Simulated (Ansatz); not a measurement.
This script drives Ansatz's Python interface.

Script `formation.py`:
```python
"""Formation energy of AlFe3 from the elements, after relaxing atoms and volume at fixed cell shape."""

from collections import Counter
import warnings

import ansatz as az
import numpy as np

SETTINGS = {
    "xc": "pbesol",
    "cutoff": 500,
    "k_spacing": 0.27,
    "occupations": "fermi_dirac",
    "sigma": 0.05,
}

PHASES = {
    "AlFe3": (
        [(0.0, 2.887142, 2.887142), (2.887142, 0.0, 2.887142), (2.887142, 2.887142, 0.0)],
        [
            ("Al", (0.0, 0.0, 0.0)),
            ("Fe", (0.5, 0.5, 0.5)),
            ("Fe", (0.25, 0.25, 0.25)),
            ("Fe", (0.75, 0.75, 0.75)),
        ],
    ),
    "Al": (
        [(0.0, 2.024805, 2.024805), (2.024805, 0.0, 2.024805), (2.024805, 2.024805, 0.0)],
        [
            ("Al", (0.0, 0.0, 0.0)),
        ],
    ),
    "Fe": (
        [(-1.443, 1.443, 1.443), (1.443, -1.443, 1.443), (1.443, 1.443, -1.443)],
        [
            ("Fe", (0.0, 0.0, 0.0)),
        ],
    ),
}
MOMENTS = {"Fe": 3.5}  # parallel starting moments in muB


def build(vectors, sites):
    crystal = az.Crystal(lattice=az.Lattice.of(vectors))
    for symbol, position in sites:
        crystal = crystal.atom(symbol, position)
    return crystal

POLARISED = {"AlFe3", "Fe"}


def ground_state(name, crystal):
    calc = (
        crystal.calculation()
        .functional(SETTINGS["xc"])
        .basis(SETTINGS["cutoff"])
        .kpoints(spacing=SETTINGS["k_spacing"])
        .occupations(SETTINGS["occupations"], width=SETTINGS["sigma"])
        .stress()
    )
    if name in POLARISED:
        calc = calc.spin("collinear")
    calc = calc.relax(force_tolerance=0.03, fix_cell=["shape"])
    return calc.run()


def counts(outcome):
    return Counter(site.symbol for site in outcome.lattice.sites)

def formation_energy(outcome, mu):
    n = counts(outcome)
    return (outcome.report["energy_sigma0_ev"] - sum(k * mu[element] for element, k in n.items())) / sum(n.values())


def volume_per_atom(outcome):
    return abs(np.linalg.det(outcome.lattice.cell_ang)) / len(outcome.lattice.sites)


def main() -> None:
    warnings.simplefilter("ignore", az.DeckWarning)

    phases = {name: build(*cell) for name, cell in PHASES.items()}
    for name in ["AlFe3", "Fe"]:
        phases[name] = phases[name].moments({e: m for e, m in MOMENTS.items() if e in phases[name].species()})

    done = {name: ground_state(name, crystal) for name, crystal in phases.items()}

    # energy of one atom in its reference phase
    references = {"Al": "Al", "Fe": "Fe"}
    mu = {element: done[name].report["energy_sigma0_ev"] / len(done[name].lattice.sites) for element, name in references.items()}

    target = done["AlFe3"]
    heat = formation_energy(target, mu)
    rows = [(name, len(o.lattice.sites), volume_per_atom(o), formation_energy(o, mu)) for name, o in done.items()]
    print("     phase       atoms  V (A^3/atom)  E_form (eV/atom)")
    for row in rows:
        print(f"{str(row[0]):>10}  {row[1]:10d}  {row[2]:12.3f}  {row[3]:16.4f}")


if __name__ == "__main__":
    main()
```

It is started by `python formation.py`. How long does it take on 1 thread of Arm Neoverse V2, on a shared host, and how much memory does it need?

It took about 40 s, with a peak of 0.46 GiB, for 3 runs of the engine.

Running `python formation.py` prints:
```text
     phase       atoms  V (A^3/atom)  E_form (eV/atom)
     AlFe3           4        11.336           -0.1935
        Al           1        16.136            0.0000
        Fe           1        10.801            0.0000
```

What to keep in mind:
- Other magnetic orders than the one started from may lie lower.
- For the metals among these phases the mesh is modest: differences between phases can be off by up to 40 meV an atom.
- Atoms and volume are relaxed with the cell's shape held, which in cells of lower than cubic symmetry can hide stresses and shift volumes.
- The cells come from databases of deposited and of computed structures, and not all need be stable phases.
- The compound is the structure given, not necessarily its lowest; energies are at zero temperature, with no correction for gases. Magnetic phases start from parallel moments and may not end in their lowest magnetic state. A semilocal functional's error on such energies is often 0.05 to 0.1 eV an atom, and 0.1 to 0.3 eV against gases such as O2 or F2.

(Lines on the test bed's own set-up are left out of the output.)
